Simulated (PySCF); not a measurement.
# CuH9N3 ([Cu(NH3)3]2+): the cost of one run

Programs: PySCF 2.14.0, with routines of our own; each step states its level. All values are computed. Atoms count from 0.

## Step 1: The starting structure

13 atoms, charge 2, states of the metal's open shell are computed; geometry from: model geometry, bond lengths from ionic radii.

## Step 2: Ligand-field states: state-averaged CASSCF

The job: settings as JSON, then the geometry in Å.

```
{"job": {"kind": "lf", "basis": {"metal": "x2c-TZVPall", "ligand": "x2c-SVPall"}, "nevpt": true}, "charge": 2, "metal": "Cu", "open_shell": "d9"}
Cu     0.000000     0.000000     0.000000
N      1.980000     0.000000     0.000000
H      2.370337     0.942357     0.000000
H      2.370337    -0.471179     0.816105
H      2.370337    -0.471179    -0.816105
N     -0.990000     1.714730     0.000000
H     -1.185169     2.052772     0.942357
H     -0.478401     2.460825    -0.471179
H     -1.891936     1.644720    -0.471179
N     -0.990000    -1.714730     0.000000
H     -1.185169    -2.052772     0.942357
H     -1.891936    -1.644720    -0.471179
H     -0.478401    -2.460825    -0.471179
```

With the program's defaults for keys left out, this is: state-averaged CASSCF of the metal d shell, SC-NEVPT2 on the averaged canonical orbitals, state-interaction spin-orbit coupling.

On the command line:

```sh
> OMP_NUM_THREADS=1 python lf_run.py task.json out
```

This one command runs all jobs of the session in turn.

Q: Estimate the wall time and peak memory of this first job on 1 thread of Arm Neoverse V1, shared host.

About 5.9 s, with a peak of 0.3 GiB.
